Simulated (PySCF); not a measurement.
# C₂H₁₂GeN₂Si: electronic excitations

Wanted: the electronic excitations of C₂H₁₂GeN₂Si (`CN(C)[SiH2][GeH2][NH2]`), by calculation.

Computed with PySCF 2.14.0, with density-fitted response routines of our own, on a single molecule in the gas phase. Atoms count from 0, in the outputs and in this text.

## Step 1: The starting structure

18 atoms, charge 0, multiplicity 1; geometry from: GFN2-xTB.

Bonds of the start (Å): C0–N1 1.44, N1–C2 1.44, N1–Si3 1.72, Si3–Ge4 2.32, Ge4–N5 1.82, C0–H6 1.10, C0–H7 1.09, C0–H8 1.09, C2–H9 1.10, C2–H10 1.09, C2–H11 1.09, Si3–H12 1.48, Si3–H13 1.47, Ge4–H14 1.52, Ge4–H15 1.53, N5–H16 1.01, N5–H17 1.01.

## Step 2: Excited states and response: CAM-B3LYP/def2-SVPD

The job: settings as JSON, then the geometry in Å.

```
{"job": {"kind": "uv", "xc": "CAM-B3LYP", "basis": "def2-SVPD", "nstates": 8, "ntriplets": 3}, "charge": 0, "multiplicity": 1}
C     -1.583823     1.167786     0.221965
N     -1.261647    -0.123555    -0.328188
C     -2.430039    -0.936425    -0.540902
Si     0.261708    -0.883671    -0.115082
Ge     1.947405     0.716928    -0.104900
N      3.505310    -0.224902    -0.188619
H     -2.074858     1.083469     1.199381
H     -0.676544     1.759416     0.338524
H     -2.261947     1.698303    -0.452949
H     -2.932907    -1.180981     0.402125
H     -2.141685    -1.863630    -1.026977
H     -3.141650    -0.406361    -1.179636
H      0.381792    -1.733899     1.088285
H      0.376213    -1.795704    -1.263662
H      2.159525     1.530172     1.158130
H      1.925318     1.818650    -1.172842
H      3.571661    -0.921271    -0.917282
H      4.367410     0.301993    -0.188065
```

With the program's defaults for keys left out, this is: TDDFT CAM-B3LYP/def2-SVPD, vertical, gas phase, core orbitals frozen in the response.

The run is started by

```
> OMP_NUM_THREADS=1 python probes_run.py task.json out
```

This one command runs all jobs of the session in turn.

The program printed:

```text
coarse grid: 64096 points
cycle   1  E = -2558.9209166040  dE = -1.317e-01  |g| = 5.946e-01  |ddm| = 5.681e+00
cycle   2  E = -2558.9074625745  dE =  1.345e-02  |g| = 6.727e-01  |ddm| = 2.023e+00
cycle   3  E = -2558.9863192283  dE = -7.886e-02  |g| = 5.233e-02  |ddm| = 9.309e-01
cycle   4  E = -2558.9868732505  dE = -5.540e-04  |g| = 2.821e-02  |ddm| = 1.390e-01
cycle   5  E = -2558.9869968301  dE = -1.236e-04  |g| = 4.490e-03  |ddm| = 3.427e-02
cycle   6  E = -2558.9870009356  dE = -4.105e-06  |g| = 6.709e-04  |ddm| = 1.683e-02
final grid: 133832 points
cycle   7  E = -2558.9869235470  dE = -1.655e-07  |g| = 5.709e-04  |ddm| = 6.379e-03
cycle   8  E = -2558.9869235399  dE =  7.108e-09  |g| = 6.473e-04  |ddm| = 2.478e-03
cycle   9  E = -2558.9869236251  dE = -8.520e-08  |g| = 6.498e-05  |ddm| = 8.480e-04
cycle  10  E = -2558.9869236263  dE = -1.232e-09  |g| = 1.992e-05  |ddm| = 1.872e-04
cycle  11  E = -2558.9869236266  dE = -2.246e-10  |g| = 8.613e-06  |ddm| = 1.184e-04
converged SCF energy = -2558.9869236266

Static polarisability (au): isotropic 100.146, principal 84.574 98.759 117.104

Singlet excitations
state   eV       nm        f      main configurations
  1   5.3641    231.1   0.00818   H->L 0.79, H->L+1 0.14
  2   5.6490    219.5   0.00594   H-1->L 0.90
  3   6.2786    197.5   0.01946   H->L+1 0.74, H->L 0.10, H->L+6 0.09
  4   6.4279    192.9   0.01838   H->L+2 0.70, H->L+3 0.14
  5   6.8060    182.2   0.01760   H->L+3 0.53, H->L+4 0.37
  6   6.9796    177.6   0.00459   H->L+4 0.41, H->L+3 0.27, H->L+2 0.17
  7   6.9971    177.2   0.01259   H-2->L 0.39, H-1->L+2 0.19, H-1->L+1 0.19
  8   7.0479    175.9   0.04540   H-1->L+2 0.37, H-1->L+1 0.28, H-1->L+3 0.15

Triplet excitations (Tamm-Dancoff, eV): 5.1665 5.3275 6.1012
```

Run time: 1.7 min. Hardware: 1 thread of Intel Xeon at 2.70GHz, shared host; peak memory 1.1 GiB.

The orbitals next to the gap, with their largest atomic shares:

```csv
orbital,eV,atoms
HOMO−3,-10.56,"Ge4 28 %, H14 19 %, N5 12 %"
HOMO−2,-9.67,"Ge4 31 %, Si3 28 %, H14 8 %"
HOMO−1,-8.43,"N5 60 %, Ge4 14 %, H15 10 %"
HOMO,-7.79,"N1 54 %, Si3 9 %, C0 8 %"
LUMO,0.56,"Ge4 27 %, Si3 18 %, H14 7 %"
LUMO+1,1.20,"Ge4 22 %, Si3 19 %, C0 10 %"
LUMO+2,1.50,"Ge4 20 %, Si3 19 %, H15 14 %"
```

With each of the 8 states as a Gaussian band of 0.4 eV half-width at 1/e, the curve within the window shown has maxima at 224 nm (ε 530), 179 nm (ε 3,200) L/(mol cm). Beyond the last state computed it falls off for lack of states. The curve at chosen wavelengths:

nm, ε (L/mol/cm) and a bar:
```
      169       1481 ##############
      173       2543 ########################
      176       3081 #############################
      180       3190 ##############################
      184       2816 ##########################
      187       2479 #######################
      191       2135 ####################
      194       1931 ##################
      198       1635 ###############
      202       1283 ############
      205       1021 #########
      209        744 #######
      213        585 #####
      216        536 #####
      220        523 #####
      224        528 #####
      227        521 #####
      231        486 ####
      235        423 ####
      238        363 ###
      242        279 ##
      245        219 ##
      249        150 #
      253         97 #
      256         67 
      260         39
```

Leading natural transition orbitals of singlet state 8: the hole lies on N5 59 %; H15 16 %; H16, H17 about 8 % each; the particle on H15 22 %; H12 14 %; Si3 12 %.

Leading natural transition orbitals of singlet state 1: the hole lies on N1 61 %; H12 9 %; H6, H9 about 6 % each; the particle on Si3 14 %; H12, H13 about 11 % each; H7 8 %.

Further results of this job:

```
           property  computed
  dipole moment (D)      1.18
polarisability (Å³)     14.84
 HOMO–LUMO gap (eV)      8.36
      −ε(HOMO) (eV)      7.79
```

Orbitals, density, ELF and potential are computed afterwards from the orbital file.

Frontier orbitals at CAM-B3LYP/def2-SVPD, with the share of their density that lies nearest to each atom:

```csv
orbital,energy (eV),lies on
HOMO,-7.79,"N1 59 %; H9, H12 about 7 % each; H6 7 %"
LUMO,0.56,"H14, H16, H17 about 11 % each; Ge4 10 %; H13, H15 about 9 % each"
```

ELF in a plane through or near 9 of the atoms.

Values, 10 rows by 14 columns:
```
0.00 0.00 0.00 0.00 0.00 0.00 0.00 0.00 0.00 0.00 0.00 0.00 0.00 0.00
0.00 0.00 0.00 0.00 0.00 0.00 0.00 0.01 0.01 0.00 0.00 0.00 0.00 0.00
0.00 0.00 0.00 0.00 0.04 0.04 0.00 0.94 0.17 0.25 0.02 0.00 0.00 0.00
0.00 0.00 0.00 0.01 0.28 0.32 0.03 0.99 0.38 0.86 0.09 0.00 0.00 0.00
0.00 0.00 0.76 0.40 0.21 0.74 0.60 0.09 0.90 0.13 0.04 0.01 0.00 0.00
0.00 0.01 0.92 0.87 0.84 0.23 0.80 0.62 0.28 0.53 0.64 0.06 0.00 0.00
0.00 0.00 0.06 0.84 0.73 0.12 0.27 0.15 0.11 0.62 0.31 0.02 0.00 0.00
0.00 0.00 0.01 0.63 0.39 0.04 0.99 0.98 0.05 1.00 0.30 0.00 0.00 0.00
0.00 0.00 0.00 0.00 0.00 0.01 0.71 0.61 0.01 0.33 0.02 0.00 0.00 0.00
0.00 0.00 0.00 0.00 0.00 0.00 0.00 0.00 0.00 0.00 0.00 0.00 0.00 0.00
```
The map spans 14.0 Å across and 9.3 Å up, centred on the molecule. Atoms in the plane (x, y in Å): C0 (1.5, 1.4), N1 (1.3, -0.1), C2 (2.5, -0.8), Ge4 (-2.0, 0.6), N5 (-3.5, -0.5), H7 (0.5, 1.9), H10 (2.3, -1.8), H16 (-3.5, -1.4), H17 (-4.4, -0.1).

On the surface of density 0.002 e/bohr³ the electrostatic potential runs, from the 1st to the 99th percentile, from -1.40 V near N5 to 1.27 V near H16.

## Step 3: Outcome

| quantity | value |
| --- | --- |
| lowest singlet (CAM-B3LYP/def2-SVPD) | 5.36 eV (231 nm), f = 0.008 |
| brightest single state of those computed | state 8, 7.05 eV, f = 0.045 |
| lowest triplet | 5.17 eV |
| surface potential, 1st and 99th percentile | -1.40 V and 1.27 V |

What this shows: The lowest singlet, at 5.36 eV, is HOMO→LUMO 0.79, HOMO→LUMO+1 0.14 and is weak; of the 8 states computed, the strongest absorption comes from state 8 at 7.05 eV (the last computed, so partners may be missing). The lowest triplet lies 0.20 eV below the lowest singlet (triplets in Tamm-Dancoff, singlets in full TDDFT).
